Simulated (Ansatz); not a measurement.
# C2H6Cl2Si (dichlorodimethylsilane): BHLYP/def2-SVP

What is the vertical ionisation energy of C2H6Cl2Si (dichlorodimethylsilane) at BHLYP/def2-SVP? 

Program for the calculation: Ansatz 0.2.0.

81 further runs of the same task are left out: 81 set aside as unsound or not needed.

### Step 1. Starting point

C2H6Cl2Si has 11 atoms, charge 0, and is taken as a singlet. SMILES: `C[Si](C)(Cl)Cl`. The coordinates come from a PBE0-D4/def2-TZVP relaxation.

Bond lengths: C1–Si2 1.851 Å, Si2–C3 1.851 Å, Si2–Cl4 2.058 Å, Si2–Cl5 2.058 Å, C1–H6 1.093 Å, C1–H7 1.091 Å, C1–H8 1.093 Å, C3–H9 1.093 Å, C3–H10 1.091 Å, C3–H11 1.093 Å. Some angles: C1–Si2–C3 114.5°, C1–Si2–Cl4 108.6°, C1–Si2–Cl5 108.6°, C3–Si2–Cl4 108.6°, C3–Si2–Cl5 108.6°, Cl4–Si2–Cl5 107.7°, Si2–C1–H6 110.3°, Si2–C1–H7 110.5°, Si2–C1–H8 110.3°, Si2–C3–H9 110.3°.

### Step 2. The energy at BHLYP/def2-SVP

input.yaml reads:

```yaml
crystal:
  periodic: [false, false, false]
  atoms:
    - symbol: C
      position_ang: [-1.474780, 0.260330, 0.569630]
    - symbol: Si
      position_ang: [0.049440, 0.400780, -0.470390]
    - symbol: C
      position_ang: [1.413930, -0.753620, 0.009340]
    - symbol: Cl
      position_ang: [-0.457830, 0.039560, -2.432040]
    - symbol: Cl
      position_ang: [0.750400, 2.332220, -0.351670]
    - symbol: H
      position_ang: [-1.240880, 0.476080, 1.614990]
    - symbol: H
      position_ang: [-2.234960, 0.966850, 0.231850]
    - symbol: H
      position_ang: [-1.886320, -0.749770, 0.503510]
    - symbol: H
      position_ang: [1.724400, -0.565080, 1.039920]
    - symbol: H
      position_ang: [2.278000, -0.616910, -0.643230]
    - symbol: H
      position_ang: [1.078600, -1.790430, -0.071900]
basis:
  gaussian:
    orbitals: def2-SVP
hamiltonian:
  xc: {name: BHLYP}
accuracy: high
output:
  orbitals: {seedname: orbitals}
```

Launch:

```sh
$ ansatz run input.yaml --threads 1 --pin off --max-ram 3480MiB --events-out events.jsonl --progress --plain --runs-dir runs
```

The log of the run:

```text
Warning: RAYON_NUM_THREADS=1 ignored (pool sized by the plan → 1); use --threads N
Functional definition: BHLYP
  name "BHLYP"
  parameter a = 0.5
  exchange = (1 - a)*b88_x + a*exact_x
  correlation = lyp_c
2521 factors; integrals over basis functions are off by at most 7.6e-9 eV
mean field evaluation 1: about -35079.9481 eV, gradient 4.5e1 eV
mean field evaluation 2: about -35081.7574 eV, gradient 3.5e1 eV
mean field evaluation 4: about -35084.7930 eV, gradient 1.9e0 eV
mean field evaluation 8: about -35085.2811 eV, gradient 1.0e-1 eV
mean field evaluation 16: about -35085.2812 eV, gradient 7.0e-6 eV
mean field -35085.28116542 eV, -1289.3603011713 hartree, gradient 2.4e-8 eV, S^2 0.000000; 0 other end points of the search recorded, 0 dependent functions left out
reference -35085.28119328 eV, -1289.3603021951 hartree; 33, 33 occupied and 79, 79 virtual orbitals, 2521 factors
Total energy: -35085.28119328 eV, -1289.3603021951 hartree
```

Run time: 20 s. Hardware: 1 thread of Arm Neoverse V1, shared host; peak memory 0.47 GiB.

### Step 3. The doublet cation

run.yaml reads:

```yaml
crystal:
  periodic: [false, false, false]
  atoms:
    - {symbol: C, position_ang: [-1.474780, 0.260330, 0.569630]}
    - {symbol: Si, position_ang: [0.049440, 0.400780, -0.470390]}
    - {symbol: C, position_ang: [1.413930, -0.753620, 0.009340]}
    - {symbol: Cl, position_ang: [-0.457830, 0.039560, -2.432040]}
    - {symbol: Cl, position_ang: [0.750400, 2.332220, -0.351670]}
    - {symbol: H, position_ang: [-1.240880, 0.476080, 1.614990]}
    - {symbol: H, position_ang: [-2.234960, 0.966850, 0.231850]}
    - {symbol: H, position_ang: [-1.886320, -0.749770, 0.503510]}
    - {symbol: H, position_ang: [1.724400, -0.565080, 1.039920]}
    - {symbol: H, position_ang: [2.278000, -0.616910, -0.643230]}
    - {symbol: H, position_ang: [1.078600, -1.790430, -0.071900]}
basis:
  gaussian:
    orbitals: def2-SVP
output: {orbitals: {seedname: orbitals}}
magnetization:
  spin_polarized: true
  initial_magnetization: 1
hamiltonian:
  xc: {name: BHLYP}
total_charge: 1
accuracy: high
```

Launch:

```sh
$ ansatz run run.yaml --threads 1 --pin off --max-ram 3480MiB --events-out events.jsonl --progress --plain --runs-dir runs
```

The log of the run:

```text
Warning: RAYON_NUM_THREADS=1 ignored (pool sized by the plan → 1); use --threads N
[... 5 set-up lines as earlier in the session ...]
2520 factors; integrals over basis functions are off by at most 7.6e-9 eV
mean field evaluation 1: about -35066.0964 eV, gradient 4.0e1 eV
mean field evaluation 2: about -35063.0202 eV, gradient 4.3e1 eV
mean field evaluation 4: about -35073.8802 eV, gradient 4.2e0 eV
mean field evaluation 8: about -35074.0126 eV, gradient 6.8e-2 eV
mean field evaluation 16: about -35074.0797 eV, gradient 2.2e0 eV
mean field evaluation 32: about -35074.4096 eV, gradient 2.0e0 eV
mean field -35074.43908678 eV, -1288.9618621303 hartree, gradient 4.9e-8 eV, S^2 0.760299; 6 other end points of the search recorded, 0 dependent functions left out
reference -35074.43911494 eV, -1288.9618631652 hartree; 33, 32 occupied and 79, 80 virtual orbitals, 2520 factors
Total energy: -35074.43911494 eV, -1288.9618631652 hartree
```

It took 47 s on 1 thread of Arm Neoverse V1, shared host; peak memory 0.68 GiB.

### Step 4. Results

At BHLYP/def2-SVP:

```
                                          quantity           value
                   singlet C2H6Cl2Si: total energy  -1289.36030 Eh
                    singlet C2H6Cl2Si: HOMO energy        -9.74 eV
                    singlet C2H6Cl2Si: LUMO energy         2.19 eV
                  singlet C2H6Cl2Si: HOMO–LUMO gap        11.93 eV
                      doublet cation: total energy  -1288.96186 Eh
doublet cation: HOMO energy (highest over α and β)       -15.11 eV
 doublet cation: LUMO energy (lowest over α and β)       -11.93 eV
                              doublet cation: ⟨S²⟩           0.760
vertical ionisation energy (to the doublet cation)       10.842 eV
```

In words: The vertical ionisation energy comes to 10.84 eV (250 kcal/mol). The negative HOMO energy of the first species, 9.74 eV, lies 1.10 eV below that difference.
